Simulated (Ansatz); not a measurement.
# CH6O2Si: small, medium and large basis sets

Aim: see how fast density functionals converge with the basis set for CH6O2Si.

Computed with Ansatz 0.2.0, Gaussian basis. Level: one geometry, several basis sets.

Plan: PBE0-D4/def2-SVP; ωB97M-V/def2-SVP; PBE0-D4/def2-QZVPP; ωB97M-V/def2-QZVPP; the functionals' def2-TZVPP values are taken from earlier runs.

## (1) The geometry

All runs share one geometry, relaxed beforehand with PBE0-D4 in a triple-zeta def2 set.

10 atoms, charge 0, spin multiplicity 1.

Atoms are counted from 1 here; the program's logs count them from 0.

Bond lengths: O1–C2 1.422 Å, O1–H5 0.962 Å, C2–Si3 1.881 Å, C2–H6 1.094 Å, C2–H7 1.101 Å, Si3–O4 1.658 Å, Si3–H8 1.492 Å, Si3–H9 1.482 Å, O4–H10 0.957 Å. Angles: C2–O1–H5 108.0°, O1–C2–Si3 110.3°, O1–C2–H6 107.1°, O1–C2–H7 111.3°, Si3–C2–H6 110.6°, Si3–C2–H7 111.0°, H6–C2–H7 106.3°, C2–Si3–O4 107.3°, C2–Si3–H8 111.0°, C2–Si3–H9 110.8°, O4–Si3–H8 110.9°, O4–Si3–H9 106.1°, H8–Si3–H9 110.6°, Si3–O4–H10 117.7°.

## (2) PBE0-D4 in def2-SVP

Input file in.yaml:

```yaml
crystal:
  periodic: [false, false, false]
  atoms:
    - {symbol: O, position_ang: [-1.443887, 1.148124, 0.182561]}
    - {symbol: C, position_ang: [-0.242975, 0.717202, 0.811168]}
    - {symbol: Si, position_ang: [0.375364, -0.872979, 0.019459]}
    - {symbol: O, position_ang: [0.330473, -0.654715, -1.623279]}
    - {symbol: H, position_ang: [-1.326022, 1.070196, -0.769250]}
    - {symbol: H, position_ang: [-0.473717, 0.557312, 1.868885]}
    - {symbol: H, position_ang: [0.529092, 1.501538, 0.777983]}
    - {symbol: H, position_ang: [1.758485, -1.195102, 0.475526]}
    - {symbol: H, position_ang: [-0.545487, -1.997227, 0.309958]}
    - {symbol: H, position_ang: [1.121772, -0.325550, -2.050113]}
basis:
  gaussian: {orbitals: def2-SVP}
hamiltonian: {xc: pbe0, dispersion: d4}
output: {orbitals: {seedname: orbitals}}
```

Launch:

```console
> ansatz run in.yaml --threads 2 --pin off --events-out ev --progress --plain --max-ram 4352MiB
```

Standard output:

```text
Functional definition: PBE0
  name "PBE0"
  cite "Adamo & Barone, J. Chem. Phys. 110, 6158 (1999) doi:10.1063/1.478522"
  cite "Perdew, Burke & Ernzerhof, Phys. Rev. Lett. 77, 3865 (1996) doi:10.1103/PhysRevLett.77.3865"
  parent pbe
  parameter a = 0.25
  parameter kappa = 0.804
  parameter beta = 0.06672455060314922
  exchange = (1 - a)*pbe_x(kappa = kappa, mu = beta*pi^2/3) + a*exact_x
  correlation = pbe_c(beta = beta)
988 factors; their error is unknown
mean field evaluation 1: about -13085.1213 eV, gradient 5.9e1 eV
mean field evaluation 2: about -13078.6861 eV, gradient 8.3e1 eV
mean field evaluation 4: about -13091.4322 eV, gradient 3.0e0 eV
mean field evaluation 8: about -13091.5044 eV, gradient 4.8e-2 eV
mean field -13091.50439376 eV, -481.1039127303 hartree, gradient 1.5e-5 eV, S^2 0.000000; 0 other end points of the search recorded, 0 dependent functions left out
reference -13091.50441783 eV, -481.1039136148 hartree; 21, 21 occupied and 69, 69 virtual orbitals, 988 factors
Total energy: -13091.64420529 eV, -481.1090507094 hartree
```

It took 1.2 s on 2 threads of Arm Neoverse V1, shared host.

## (3) ωB97M-V in def2-SVP

in.yaml, as its differences from that of step 2:

```diff
@@ -15,3 +15,3 @@
   gaussian: {orbitals: def2-SVP}
-hamiltonian: {xc: pbe0, dispersion: d4}
+hamiltonian: {xc: {name: wB97M-V}}
 output: {orbitals: {seedname: orbitals}}
```

Same command.

Standard output:

```text
Functional definition: wB97M-V
  name "wB97M-V"
  cite "Mardirossian & Head-Gordon, J. Chem. Phys. 144, 214110 (2016) doi:10.1063/1.4952647"
  cite "Becke, J. Chem. Phys. 107, 8554 (1997) doi:10.1063/1.475007"
  cite "Vydrov & Van Voorhis, J. Chem. Phys. 133, 244103 (2010) doi:10.1063/1.3521275"
  # Of w^i u^j: cxij and so on, Table III.
  parameter omega = 0.3/bohr
  parameter cx = 0.15
  parameter cx01 = 1.007
  parameter cx10 = 0.259
  parameter css00 = 0.443
  parameter css04 = -1.437
  parameter css10 = -4.535
  parameter css20 = -3.390
  parameter css43 = 4.278
  parameter cos00 = 1.000
  parameter cos10 = 1.358
  parameter cos20 = 2.924
  parameter cos21 = -8.812
  parameter cos60 = -1.390
  parameter cos61 = 9.142
  parameter b = 6.0
  parameter c = 0.01
  gx(w, u) = 1 - cx + cx01*u + cx10*w
  gss(w, u) = css00 + css04*u^4 + css10*w + css20*w^2 + css43*w^4*u^3
  gos(w, u) = cos00 + cos10*w + (cos20 + cos21*u)*w^2 + (cos60 + cos61*u)*w^6
  exchange = spin_sum(e_x_unif_sr(omega)*gx(b97_w, b97_u_x)) + cx*exact_x_sr(omega) + exact_x_lr(omega)
  correlation = spin_sum(e_c_pw_mod_same_spin*gss(b97_w, b97_u_same))
      + integral(e_c_pw_mod_opposite_spin*gos(b97_w_opposite, b97_u_opposite)) + vv10(b, c)
988 factors; their error is unknown
266 factors; integrals over basis functions are off by at most 7.5e-6 eV
mean field evaluation 1: about -13092.8992 eV, gradient 5.2e1 eV
mean field evaluation 2: about -13092.9864 eV, gradient 5.4e1 eV
mean field evaluation 4: about -13097.8109 eV, gradient 1.6e0 eV
mean field evaluation 8: about -13097.8193 eV, gradient 8.7e-2 eV
mean field evaluation 16: about -13097.8289 eV, gradient 2.6e-5 eV
mean field -13097.82893799 eV, -481.3363354437 hartree, gradient 2.6e-5 eV, S^2 0.000000; 0 other end points of the search recorded, 0 dependent functions left out
reference -13097.82897686 eV, -481.3363368722 hartree; 21, 21 occupied and 69, 69 virtual orbitals, 988 factors
Total energy: -13097.82897686 eV, -481.3363368722 hartree
```

It took 6 s on 2 threads of Arm Neoverse V1, shared host.

## (4) PBE0-D4 in def2-QZVPP

in.yaml, as its differences from that of step 3:

```diff
@@ -14,4 +14,4 @@
 basis:
-  gaussian: {orbitals: def2-SVP}
-hamiltonian: {xc: {name: wB97M-V}}
+  gaussian: {orbitals: "def2-QZVPP.json"}
+hamiltonian: {xc: pbe0, dispersion: d4}
 output: {orbitals: {seedname: orbitals}}
```

Same command.

Standard output:

```text
Functional definition: PBE0
  name "PBE0"
  cite "Adamo & Barone, J. Chem. Phys. 110, 6158 (1999) doi:10.1063/1.478522"
  cite "Perdew, Burke & Ernzerhof, Phys. Rev. Lett. 77, 3865 (1996) doi:10.1103/PhysRevLett.77.3865"
  parent pbe
  parameter a = 0.25
  parameter kappa = 0.804
  parameter beta = 0.06672455060314922
  exchange = (1 - a)*pbe_x(kappa = kappa, mu = beta*pi^2/3) + a*exact_x
  correlation = pbe_c(beta = beta)
1292 factors; their error is unknown
mean field evaluation 1: about -13092.8700 eV, gradient 7.0e1 eV
mean field evaluation 2: about -13080.8208 eV, gradient 1.1e2 eV
mean field evaluation 4: about -13101.3809 eV, gradient 4.9e0 eV
mean field evaluation 8: about -13101.4279 eV, gradient 1.0e-1 eV
mean field evaluation 16: about -13101.4329 eV, gradient 3.9e-5 eV
mean field -13101.43290964 eV, -481.4687789592 hartree, gradient 3.9e-5 eV, S^2 0.000000; 0 other end points of the search recorded, 0 dependent functions left out
reference -13101.43294684 eV, -481.4687803260 hartree; 21, 21 occupied and 400, 400 virtual orbitals, 1292 factors
Total energy: -13101.57273430 eV, -481.4739174207 hartree
```

It took 12 s on 2 threads of Arm Neoverse V1, shared host; peak memory 1.1 GiB.

## (5) ωB97M-V in def2-QZVPP

in.yaml, as its differences from that of step 4:

```diff
@@ -15,3 +15,3 @@
   gaussian: {orbitals: "def2-QZVPP.json"}
-hamiltonian: {xc: pbe0, dispersion: d4}
+hamiltonian: {xc: {name: wB97M-V}}
 output: {orbitals: {seedname: orbitals}}
```

The command is unchanged.

Standard output:

```text
Functional definition: wB97M-V
  name "wB97M-V"
  cite "Mardirossian & Head-Gordon, J. Chem. Phys. 144, 214110 (2016) doi:10.1063/1.4952647"
  cite "Becke, J. Chem. Phys. 107, 8554 (1997) doi:10.1063/1.475007"
  cite "Vydrov & Van Voorhis, J. Chem. Phys. 133, 244103 (2010) doi:10.1063/1.3521275"
  # Of w^i u^j: cxij and so on, Table III.
  parameter omega = 0.3/bohr
  parameter cx = 0.15
  parameter cx01 = 1.007
  parameter cx10 = 0.259
  parameter css00 = 0.443
  parameter css04 = -1.437
  parameter css10 = -4.535
  parameter css20 = -3.390
  parameter css43 = 4.278
  parameter cos00 = 1.000
  parameter cos10 = 1.358
  parameter cos20 = 2.924
  parameter cos21 = -8.812
  parameter cos60 = -1.390
  parameter cos61 = 9.142
  parameter b = 6.0
  parameter c = 0.01
  gx(w, u) = 1 - cx + cx01*u + cx10*w
  gss(w, u) = css00 + css04*u^4 + css10*w + css20*w^2 + css43*w^4*u^3
  gos(w, u) = cos00 + cos10*w + (cos20 + cos21*u)*w^2 + (cos60 + cos61*u)*w^6
  exchange = spin_sum(e_x_unif_sr(omega)*gx(b97_w, b97_u_x)) + cx*exact_x_sr(omega) + exact_x_lr(omega)
  correlation = spin_sum(e_c_pw_mod_same_spin*gss(b97_w, b97_u_same))
      + integral(e_c_pw_mod_opposite_spin*gos(b97_w_opposite, b97_u_opposite)) + vv10(b, c)
1272 factors; their error is unknown
339 factors; integrals over basis functions are off by at most 1.1e-5 eV
mean field evaluation 1: about -13101.4806 eV, gradient 6.2e1 eV
mean field evaluation 2: about -13100.6548 eV, gradient 6.8e1 eV
mean field evaluation 4: about -13107.9341 eV, gradient 2.2e0 eV
mean field evaluation 8: about -13107.9477 eV, gradient 5.9e-2 eV
mean field evaluation 16: about -13107.9464 eV, gradient 5.0e-5 eV
mean field -13107.94637254 eV, -481.7081443056 hartree, gradient 5.0e-5 eV, S^2 0.000000; 0 other end points of the search recorded, 0 dependent functions left out
reference -13107.94643173 eV, -481.7081464810 hartree; 21, 21 occupied and 400, 400 virtual orbitals, 1272 factors
Total energy: -13107.94643173 eV, -481.7081464810 hartree
```

Wall time 26 s (2 threads of Arm Neoverse V1, shared host); peak memory 1.4 GiB.

## (6) Functionals by basis

The def2-TZVPP values come from earlier runs at the same geometry.

```
functional       basis  functions  energy (eV)  from the largest (eV)  HOMO (eV)  LUMO (eV)
   PBE0-D4    def2-SVP         90  -13091.6442                  9.929      -7.23       0.60
   PBE0-D4  def2-TZVPP        219  -13100.9847                  0.588      -7.46      -0.01
   PBE0-D4  def2-QZVPP        421  -13101.5727                  0.000      -7.52      -0.26
   ωB97M-V    def2-SVP         90  -13097.8290                 10.117      -9.57       2.42
   ωB97M-V  def2-TZVPP        219  -13107.3877                  0.559      -9.82       1.58
   ωB97M-V  def2-QZVPP        421  -13107.9464                  0.000      -9.87       1.10
```

## (7) Summary of results

| quantity | value |
| --- | --- |
| PBE0-D4: double and triple zeta above quadruple | 9.93, 0.59 eV |
| ωB97M-V: double and triple zeta above quadruple | 10.12, 0.56 eV |

For PBE0-D4 the step from double to triple zeta gains 9.34 eV and the next only 0.59 eV. These are total energies; as a rule much of such shifts cancels in differences, which this series doesn't test. The LUMO of ωB97M-V is positive and keeps falling with the basis (2.42 to 1.10 eV): an unbound level that the basis holds in place.

For PBE0-D4 the largest set took about 9 times as long as the smallest (12 s against 1.2 s).
